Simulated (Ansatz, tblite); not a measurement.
**The cluster TaGe₁₂: one state, many levels**

How do method and basis change the picture of the cluster TaGe₁₂ (doublet)?

Computed with Ansatz 0.2.0, Gaussian basis. Level: as each input shows.

The runs, in order: GFN1-xTB, GFN2-xTB, PBE-D4/def2-TZVP, r2SCAN-D4/def2-TZVP, LDA/def2-TZVP, PBE-D4/def2-SVP, PBE0-D4/def2-SVP, MP2/def2-SVP, RPA/def2-SVP.

2 further runs of the same task are left out: 1 for a known fault of the program, 1 set aside as unsound or not needed.

**1. The geometry**

The doublet was relaxed beforehand with PBE-D4/def2-SVP. At that level it is the lowest of the isomers that a small search found.

13 atoms, charge 0, spin multiplicity 2.

Bond lengths: Ta1–Ge2 2.678 Å, Ta1–Ge3 2.657 Å, Ta1–Ge6 2.683 Å, Ta1–Ge7 2.655 Å, Ta1–Ge9 2.624 Å, Ta1–Ge10 3.004 Å, Ta1–Ge12 2.705 Å, Ta1–Ge13 2.813 Å, Ge2–Ge4 2.784 Å, Ge2–Ge5 2.433 Å, Ge2–Ge7 2.789 Å, Ge2–Ge12 2.599 Å, Ge3–Ge7 2.666 Å, Ge3–Ge11 2.575 Å, Ge4–Ge5 2.440 Å, Ge4–Ge11 2.473 Å, Ge6–Ge8 2.559 Å and more. Angles: Ge2–Ta1–Ge3 63.7°, Ge2–Ta1–Ge6 150.2°, Ge2–Ta1–Ge7 63.1°, Ge2–Ta1–Ge9 149.4°, Ge2–Ta1–Ge10 102.1°, Ge2–Ta1–Ge12 57.7°, Ge2–Ta1–Ge13 120.5°, Ge3–Ta1–Ge6 144.2°, Ge3–Ta1–Ge7 60.3°, Ge3–Ta1–Ge9 89.5°, Ge3–Ta1–Ge10 160.5°, Ge3–Ta1–Ge12 107.3°, Ge3–Ta1–Ge13 119.5°, Ge6–Ta1–Ge7 115.5°, Ge6–Ta1–Ge9 59.9°, Ge6–Ta1–Ge10 53.3°, Ge6–Ta1–Ge12 105.4°, Ge6–Ta1–Ge13 62.2° and more.

Ta takes a core potential in the def2 sets. No spin-orbit coupling is included.

PBE0-D4/def2-TZVP was run before; its log isn't repeated, and its numbers join the tables.

**2. GFN1-xTB**

Tight binding, by tblite at 300 K electronic temperature and without a spin-polarisation term:

```python
tblite.interface.Calculator('GFN1-xTB', numbers, positions, charge=0, uhf=1).singlepoint()
```

Energy -600.3895 eV; 0.09 s.

**3. GFN2-xTB**

Tight binding, by tblite at 300 K electronic temperature and without a spin-polarisation term:

```python
tblite.interface.Calculator('GFN2-xTB', numbers, positions, charge=0, uhf=1).singlepoint()
```

Energy -693.3526 eV; 0.24 s.

**4. PBE-D4/def2-TZVP**

start.molden holds the orbitals of an earlier run on this state, given as this run's starting guess.

The input, in.yaml:

```yaml
crystal:
  periodic: [false, false, false]
  atoms:
    - {symbol: Ta, position_ang: [-0.068127, -0.501788, 0.263067]}
    - {symbol: Ge, position_ang: [-0.787012, 1.560632, -1.285959]}
    - {symbol: Ge, position_ang: [1.464378, 1.663901, 0.399304]}
    - {symbol: Ge, position_ang: [-0.227849, 4.074108, -0.226683]}
    - {symbol: Ge, position_ang: [-1.017762, 3.658642, -2.497068]}
    - {symbol: Ge, position_ang: [-0.652893, -2.831987, 1.457464]}
    - {symbol: Ge, position_ang: [-0.966320, 1.672414, 1.494759]}
    - {symbol: Ge, position_ang: [1.193963, -4.555891, 1.052665]}
    - {symbol: Ge, position_ang: [1.820841, -1.884889, 1.448138]}
    - {symbol: Ge, position_ang: [-1.702047, -2.747138, -0.881591]}
    - {symbol: Ge, position_ang: [0.760667, 3.568881, 1.983282]}
    - {symbol: Ge, position_ang: [-0.780276, -0.821079, -2.326784]}
    - {symbol: Ge, position_ang: [0.962437, -2.855808, -0.880604]}
basis:
  gaussian: {orbitals: def2-TZVP, fitting: {mean_field: def2-universal-jkfit}, initial_orbitals: start.molden}
magnetization: {spin_polarized: true, initial_magnetization: 1}
hamiltonian: {xc: pbe, dispersion: d4}
scf: {omitted_lower_state_checks: [starts]}
output: {forces: true, orbitals: {seedname: orbitals}}
```

Run with:

```bash
$ ansatz run in.yaml --threads 2 --pin off --events-out ev --progress --plain --max-ram 22528MiB --backend cuda --devices 0, --max-vram 18GiB
```

Further steps of the session: r2SCAN-D4/def2-TZVP; LDA/def2-TZVP; PBE-D4/def2-SVP; PBE0-D4/def2-SVP; MP2/def2-SVP; RPA/def2-SVP.

Q: Predict the results of all the runs planned. Wanted: gap in def2-TZVP, named functionals, smallest and largest; correlation energy, MP2/def2-SVP; binding an atom, functionals in def2-TZVP; ⟨S²⟩ in def2-TZVP, named functionals, smallest and largest; PBE0 total energy, smallest basis above largest.

As calculated:

| quantity | value |
| --- | --- |
| gap in def2-TZVP, named functionals, smallest and largest | 0.21 eV (LDA), 1.51 eV (PBE0-D4) |
| correlation energy, MP2/def2-SVP | -85.13 eV |
| binding an atom, functionals in def2-TZVP | 3.38 (PBE0-D4) to 4.14 eV (LDA) |
| ⟨S²⟩ in def2-TZVP, named functionals, smallest and largest | 0.753, 0.774 |
| PBE0 total energy, smallest basis above largest | 85.82 eV (def2-SVP, def2-TZVP) |

In words: Orbital gaps of the named functionals in def2-TZVP span 0.21 eV (LDA) to 1.51 eV (PBE0-D4); exact exchange widens it. Over the named functionals in def2-TZVP spin contamination reaches 0.02 (r2SCAN-D4), which is small.
